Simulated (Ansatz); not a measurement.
This script for Ansatz 0.2.0 through its Python package starts 5 runs on W, space group Fm-3m. What input does the engine get in each?

`kconv_w.py`:
```python
import ansatz


def main() -> None:
    lattice = ansatz.Lattice.of(
        (0.0, 2.03, 2.03),
        (2.03, 0.0, 2.03),
        (2.03, 2.03, 0.0),
    )
    sites = [
        ('W', (0.0, 0.0, 0.0)),
    ]
    xtal = ansatz.Crystal(lattice=lattice)
    for symbol, position in sites:
        xtal = xtal.atom(symbol, position)

    setup = (
        xtal.calculation()
        .occupations('methfessel_paxton', width=0.05)
        .pseudopotentials('paw')
        .functional('r2scan')
        .stress()
    )

    rows = []
    for value in [0.9, 0.7, 0.55, 0.45, 0.35]:
        rep = setup.kpoints(spacing=value).run().report
        rows.append((value, rep['free_energy_ev'] / len(rep['lattice']['sites']), rep['n_iterations'], sum(rep['stress_gpa'][i][i] for i in range(3)) / 3, rep['n_kpoints']))

    print('spacing (1/A)   F/atom (eV)    iterations       P (GPa)      k-points')
    for row in rows:
        print(f'{str(row[0]):>12s}  {row[1]:12.5f}  {row[2]:12d}  {row[3]:12.3f}  {row[4]:12d}')

    for row in rows[:-1]:
        shift = 1000 * (row[1] - rows[-1][1])
        print(f'{row[0]}: {shift:+.2f} meV/atom' + ('  (within 5 meV)' if abs(shift) < 5 else ''))


if __name__ == '__main__':
    main()
```

Run 1:
```yaml
crystal:
  lattice:
    - [0.0, 2.03, 2.03]
    - [2.03, 0.0, 2.03]
    - [2.03, 2.03, 0.0]
  atoms:
    - { symbol: W, position: [0.0, 0.0, 0.0] }
kpoints:
  mp_grid:
    kspacing: 0.9
hamiltonian:
  xc: r2scan
  pseudopotentials:
    kind: paw
scf:
  occupations:
    method: methfessel_paxton
    width: 0.05
output:
  stress: true
```

Run 2, against run 1:
```diff
-    kspacing: 0.9
+    kspacing: 0.7
```

Run 3, against run 1:
```diff
-    kspacing: 0.9
+    kspacing: 0.55
```

Run 4, against run 1:
```diff
-    kspacing: 0.9
+    kspacing: 0.45
```

Run 5, against run 1:
```diff
-    kspacing: 0.9
+    kspacing: 0.35
```

```console
$ python kconv_w.py
DeckWarning: basis.ecutwfc = 500 eV, auto-derived from the records' recommended cutoffs: set by W (their level for a meta-GGA)
spacing (1/A)   F/atom (eV)    iterations       P (GPa)      k-points
         0.9  -10396.35402             6        -3.453             4
         0.7  -10396.78999             6       -10.529             8
        0.55  -10396.74940             5        -8.315            10
        0.45  -10396.66682             5        -6.623            16
        0.35  -10396.73722             5        -9.057            29
0.9: +383.20 meV/atom
0.7: -52.77 meV/atom
0.55: -12.18 meV/atom
0.45: +70.40 meV/atom
```
(Warnings from the package without file and line.)

No spin polarisation was allowed. Pressure is positive in compression. Spin-orbit coupling, which matters for elements this heavy, is left out. At these settings the cell as given stands under about -9 GPa, so it isn't at this functional's equilibrium volume. This isn't the structure that W takes at ambient conditions. Shifts are counted from the finest mesh, which is itself no proven limit. It ran for 4.5 s on 1 thread of Arm Neoverse V2 (shared host), peak memory 0.37 GiB.
